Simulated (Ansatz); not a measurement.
**One shape, several levels: doublet [Si3NH9]+**

We compute a comparison of 6 runs (UHF/STO-3G, U-r2SCAN/6-31G*, U-r2SCAN0/6-31G*, U-revPBE/6-31G*, UPBE0/6-31G*, UCCSD/6-31G*) of doublet [Si3NH9]+. 

The calculation is run with Ansatz 0.2.0.

59 further runs of the same task are left out: 59 set aside as unsound or not needed.

**1. The structure to begin with**

The species is [Si3NH9]+ (13 atoms), meant as a doublet with charge +1. SMILES of the parent species: `[SiH3]N([SiH3])[SiH3]`. The coordinates come from a PBE0-D4/def2-TZVP relaxation. That shape belongs to the parent species and isn't relaxed for this state.

Bond lengths: Si1–N2 1.735 Å, N2–Si3 1.735 Å, N2–Si4 1.735 Å, Si1–H5 1.488 Å, Si1–H6 1.487 Å, Si1–H7 1.487 Å, Si3–H8 1.487 Å, Si3–H9 1.487 Å, Si3–H10 1.488 Å, Si4–H11 1.487 Å, Si4–H12 1.488 Å, Si4–H13 1.487 Å. Some angles: Si1–N2–Si3 120.0°, Si1–N2–Si4 120.0°, Si3–N2–Si4 120.0°, N2–Si1–H5 107.2°, N2–Si1–H6 111.4°, N2–Si1–H7 111.4°, N2–Si3–H8 111.4°, N2–Si3–H9 111.4°, N2–Si3–H10 107.2°, N2–Si4–H11 111.4°.

**2. The energy at UHF/STO-3G (run 1)**

File job.yaml:

```yaml
crystal:
  periodic: [false, false, false]
  atoms:
    - {symbol: Si, position_ang: [-0.519450, 1.440730, -0.815850]}
    - {symbol: "N", position_ang: [-0.000690, -0.000090, 0.000350]}
    - {symbol: Si, position_ang: [0.784860, 0.112060, 1.543580]}
    - {symbol: Si, position_ang: [-0.265590, -1.552910, -0.727470]}
    - {symbol: H, position_ang: [-1.148110, 1.019270, -2.096710]}
    - {symbol: H, position_ang: [-1.512750, 2.195720, -0.007190]}
    - {symbol: H, position_ang: [0.625850, 2.343510, -1.105390]}
    - {symbol: H, position_ang: [0.020170, -0.607680, 2.596110]}
    - {symbol: H, position_ang: [2.158120, -0.455830, 1.496860]}
    - {symbol: H, position_ang: [0.862760, 1.555850, 1.894200]}
    - {symbol: H, position_ang: [-1.713780, -1.813530, -0.940290]}
    - {symbol: H, position_ang: [0.285610, -2.575110, 0.202450]}
    - {symbol: H, position_ang: [0.422990, -1.661990, -2.040670]}
basis:
  gaussian:
    orbitals: STO-3G
total_charge: 1
magnetization:
  spin_polarized: true
  initial_magnetization: 1
hamiltonian:
  xc: hf
accuracy: high
output: {orbitals: {seedname: orbitals}}
```

Run with:

```bash
$ ansatz run job.yaml --threads 1 --pin off --max-ram 3480MiB --events-out events.jsonl --progress --plain --runs-dir runs
```

Log:

```text
Warning: RAYON_NUM_THREADS=1 ignored (pool sized by the plan → 1); use --threads N
Functional definition: HF
  name "HF"
  exchange = exact_x
  correlation = 0
864 factors; integrals over basis functions are off by at most 1.7e-8 eV
mean field evaluation 1: about -24913.7364 eV, gradient 1.3e1 eV
mean field evaluation 2: about -24913.7769 eV, gradient 1.3e1 eV
mean field evaluation 4: about -24916.2784 eV, gradient 3.1e0 eV
mean field evaluation 8: about -24916.5328 eV, gradient 7.4e-4 eV
mean field -24916.53075634 eV, -915.6656162645 hartree, gradient 2.8e-8 eV, S^2 0.763871; 0 other end points of the search recorded, 0 dependent functions left out
reference -24916.53075634 eV, -915.6656162645 hartree; 29, 28 occupied and 12, 13 virtual orbitals, 864 factors
Total energy: -24916.53075634 eV, -915.6656162645 hartree
```

Run time: 0.68 s. Hardware: 1 thread of Arm Neoverse V2, shared host; peak memory 0.12 GiB.

**3. The energy at U-r2SCAN/6-31G(d) (spherical functions) (run 2)**

File input.yaml:

```yaml
crystal:
  periodic: [false, false, false]
  atoms:
    - symbol: Si
      position_ang: [-0.519450, 1.440730, -0.815850]
    - symbol: N
      position_ang: [-0.000690, -0.000090, 0.000350]
    - symbol: Si
      position_ang: [0.784860, 0.112060, 1.543580]
    - symbol: Si
      position_ang: [-0.265590, -1.552910, -0.727470]
    - symbol: H
      position_ang: [-1.148110, 1.019270, -2.096710]
    - symbol: H
      position_ang: [-1.512750, 2.195720, -0.007190]
    - symbol: H
      position_ang: [0.625850, 2.343510, -1.105390]
    - symbol: H
      position_ang: [0.020170, -0.607680, 2.596110]
    - symbol: H
      position_ang: [2.158120, -0.455830, 1.496860]
    - symbol: H
      position_ang: [0.862760, 1.555850, 1.894200]
    - symbol: H
      position_ang: [-1.713780, -1.813530, -0.940290]
    - symbol: H
      position_ang: [0.285610, -2.575110, 0.202450]
    - symbol: H
      position_ang: [0.422990, -1.661990, -2.040670]
basis:
  gaussian:
    orbitals: 6-31G_st_-spherical.json
total_charge: 1
magnetization:
  spin_polarized: true
  initial_magnetization: 1
hamiltonian:
  xc: r2scan
accuracy: high
output: {orbitals: {seedname: orbitals}}
```

The basis set 6-31G* is read from a file made from the Basis Set Exchange's data (not shown).

Run with:

```bash
$ ansatz run input.yaml --threads 1 --pin off --max-ram 3480MiB --events-out events.jsonl --progress --plain --runs-dir runs
```

Log:

```text
Warning: RAYON_NUM_THREADS=1 ignored (pool sized by the plan → 1); use --threads N
Functional definition: r2SCAN
  name "r2SCAN"
  parameter k0 = 0.174
  parameter k1 = 0.065
  parameter a1 = 4.9479
  exchange = r2scan_x(k0 = k0, k1 = k1, a1 = a1)
  correlation = r2scan_c
2087 factors; integrals over basis functions are off by at most 3.7e-9 eV
mean field evaluation 1: about -25243.1380 eV, gradient 5.5e1 eV
mean field evaluation 2: about -25193.4871 eV, gradient 1.0e2 eV
mean field evaluation 4: about -25256.5390 eV, gradient 4.6e0 eV
mean field evaluation 8: about -25256.6614 eV, gradient 7.4e-2 eV
mean field evaluation 16: about -25256.6615 eV, gradient 1.0e-4 eV
mean field -25256.66147502 eV, -928.1651896269 hartree, gradient 4.2e-8 eV, S^2 0.758205; 1 other end points of the search recorded, 0 dependent functions left out
reference -25256.66147772 eV, -928.1651897262 hartree; 29, 28 occupied and 57, 58 virtual orbitals, 2087 factors
Total energy: -25256.66147772 eV, -928.1651897262 hartree
```

Run time: 31 s. Hardware: 1 thread of Arm Neoverse V2, shared host; peak memory 0.53 GiB.

**4. The energy at U-r2SCAN0/6-31G(d) (spherical functions) (run 3)**

File in.yaml:

```yaml
crystal:
  periodic: [false, false, false]
  atoms:
    - {symbol: Si, position_ang: [-0.519450, 1.440730, -0.815850]}
    - {symbol: "N", position_ang: [-0.000690, -0.000090, 0.000350]}
    - {symbol: Si, position_ang: [0.784860, 0.112060, 1.543580]}
    - {symbol: Si, position_ang: [-0.265590, -1.552910, -0.727470]}
    - {symbol: H, position_ang: [-1.148110, 1.019270, -2.096710]}
    - {symbol: H, position_ang: [-1.512750, 2.195720, -0.007190]}
    - {symbol: H, position_ang: [0.625850, 2.343510, -1.105390]}
    - {symbol: H, position_ang: [0.020170, -0.607680, 2.596110]}
    - {symbol: H, position_ang: [2.158120, -0.455830, 1.496860]}
    - {symbol: H, position_ang: [0.862760, 1.555850, 1.894200]}
    - {symbol: H, position_ang: [-1.713780, -1.813530, -0.940290]}
    - {symbol: H, position_ang: [0.285610, -2.575110, 0.202450]}
    - {symbol: H, position_ang: [0.422990, -1.661990, -2.040670]}
basis:
  gaussian:
    orbitals: 6-31G_st_-spherical.json
total_charge: 1
magnetization:
  spin_polarized: true
  initial_magnetization: 1
hamiltonian:
  xc: {name: r2SCAN0}
accuracy: high
output:
  orbitals: {seedname: orbitals}
```

The basis set 6-31G* is read from a file made from the Basis Set Exchange's data (not shown).

Run with:

```bash
$ ansatz run in.yaml --threads 1 --pin off --max-ram 3480MiB --events-out events.jsonl --progress --plain --runs-dir runs
```

Log:

```text
Warning: RAYON_NUM_THREADS=1 ignored (pool sized by the plan → 1); use --threads N
Functional definition: r2SCAN0
  name "r2SCAN0"
  parameter a = 0.25
[... 3 set-up lines as earlier in the session ...]
  exchange = (1 - a)*r2scan_x(k0 = k0, k1 = k1, a1 = a1) + a*exact_x
[... 1 set-up line as earlier in the session ...]
2087 factors; integrals over basis functions are off by at most 3.7e-9 eV
mean field evaluation 1: about -25245.6280 eV, gradient 4.7e1 eV
mean field evaluation 2: about -25224.7760 eV, gradient 7.6e1 eV
mean field evaluation 4: about -25255.7938 eV, gradient 2.6e0 eV
mean field evaluation 8: about -25256.1493 eV, gradient 9.7e-2 eV
mean field evaluation 16: about -25256.1494 eV, gradient 4.1e-4 eV
mean field -25256.14941647 eV, -928.1463718223 hartree, gradient 7.3e-8 eV, S^2 0.762219; 0 other end points of the search recorded, 0 dependent functions left out
reference -25256.14941851 eV, -928.1463718972 hartree; 29, 28 occupied and 57, 58 virtual orbitals, 2087 factors
Total energy: -25256.14941851 eV, -928.1463718972 hartree
```

Run time: 36 s. Hardware: 1 thread of Arm Neoverse V2, shared host; peak memory 0.72 GiB.

Runs 4 to 5 aren't shown in full; the table further down has their settings and results.

**5. The energy at UCCSD/6-31G(d) (spherical functions) (run 6)**

File molecule.yaml:

```yaml
crystal:
  periodic: [false, false, false]
  atoms:
    - {symbol: Si, position_ang: [-0.519450, 1.440730, -0.815850]}
    - {symbol: "N", position_ang: [-0.000690, -0.000090, 0.000350]}
    - {symbol: Si, position_ang: [0.784860, 0.112060, 1.543580]}
    - {symbol: Si, position_ang: [-0.265590, -1.552910, -0.727470]}
    - {symbol: H, position_ang: [-1.148110, 1.019270, -2.096710]}
    - {symbol: H, position_ang: [-1.512750, 2.195720, -0.007190]}
    - {symbol: H, position_ang: [0.625850, 2.343510, -1.105390]}
    - {symbol: H, position_ang: [0.020170, -0.607680, 2.596110]}
    - {symbol: H, position_ang: [2.158120, -0.455830, 1.496860]}
    - {symbol: H, position_ang: [0.862760, 1.555850, 1.894200]}
    - {symbol: H, position_ang: [-1.713780, -1.813530, -0.940290]}
    - {symbol: H, position_ang: [0.285610, -2.575110, 0.202450]}
    - {symbol: H, position_ang: [0.422990, -1.661990, -2.040670]}
basis:
  gaussian: {orbitals: 6-31G_st_-spherical.json}
total_charge: 1
magnetization: {spin_polarized: true, initial_magnetization: 1}
correlation: {method: ccsd, frozen_orbitals: {H: 0, "N": 1, Si: 5}}
accuracy: high
scf: {omitted_lower_state_checks: [cluster_reference, increment]}
```

The basis set 6-31G* is read from a file made from the Basis Set Exchange's data (not shown).

Run with:

```bash
$ ansatz run molecule.yaml --threads 1 --pin off --max-ram 3480MiB --events-out events.jsonl --progress --plain --runs-dir runs
```

Log, cut to the lines that bear on the results:

```text
Warning: RAYON_NUM_THREADS=1 ignored (pool sized by the plan → 1); use --threads N
[... 2 set-up lines as earlier in the session ...]
[...]
2087 factors; integrals over basis functions are off by at most 3.7e-9 eV
[...]
mean field -25202.23564519 eV, -926.1650772719 hartree, gradient 7.4e-8 eV, S^2 0.764025; 0 other end points of the search recorded, 0 dependent functions left out
16 core orbitals not correlated: weight in the atoms' cores, before any rotation towards them, 1.000 or more for the frozen orbitals, at most 0.000 for the correlated occupied ones
reference -25202.23564519 eV, -926.1650772719 hartree; 13, 12 occupied and 57, 58 virtual orbitals, 2087 factors
second order -9.87592632 eV of doubles, -0.00000000 eV of singles
cycle   1  -11.14405964 eV  change    -1.3e0 eV  update   1.2e-1
[...]
cycle  25  -11.89952662 eV  change    2.2e-9 eV  update   1.9e-9
Total energy: -25214.13517181 eV, -926.6023768094 hartree
Checks for a lower state left out: cluster_reference, increment
```

Wall time 34 s (1 thread of Arm Neoverse V2, shared host); peak memory 0.78 GiB.

**6. Overview of the runs**

| run | level | frozen core orbitals | energy (Eh) | HOMO energy (eV) | LUMO energy (eV) | ⟨S²⟩ | wall time |
| --- | --- | --- | --- | --- | --- | --- | --- |
| 1 | UHF/STO-3G | – | -915.665616 | -16.28 | -1.97 | 0.764 | 0.68 s |
| 2 | U-r2SCAN/6-31G* (spherical functions) | – | -928.165190 | -13.17 | -11.78 | 0.758 | 31 s |
| 3 | U-r2SCAN0/6-31G* (spherical functions) | – | -928.146372 | -14.52 | -11.04 | 0.762 | 36 s |
| 4 | U-revPBE/6-31G* (spherical functions) | – | -928.073634 | -12.63 | -11.75 | 0.753 | 16 s |
| 5 | UPBE0/6-31G* (spherical functions) | – | -927.835833 | -14.19 | -11.16 | 0.757 | 17 s |
| 6 | UCCSD/6-31G* (spherical functions) | 16 | -926.602377 | – | – | 0.764 | 34 s |

**7. Results**

```
                                           quantity          value
                                run 6: total energy  -926.60238 Eh
run 6: correlation energy (16 core orbitals frozen)     -437.3 mEh
           run 6: ⟨S²⟩ of the reference determinant          0.764
                               run 6: T1 diagnostic          0.031
```

Totals of different functionals can't be ranked against each other. In run 1 the basis is minimal, so the values are rough. All runs together took 2.2 min, the longest 36 s.
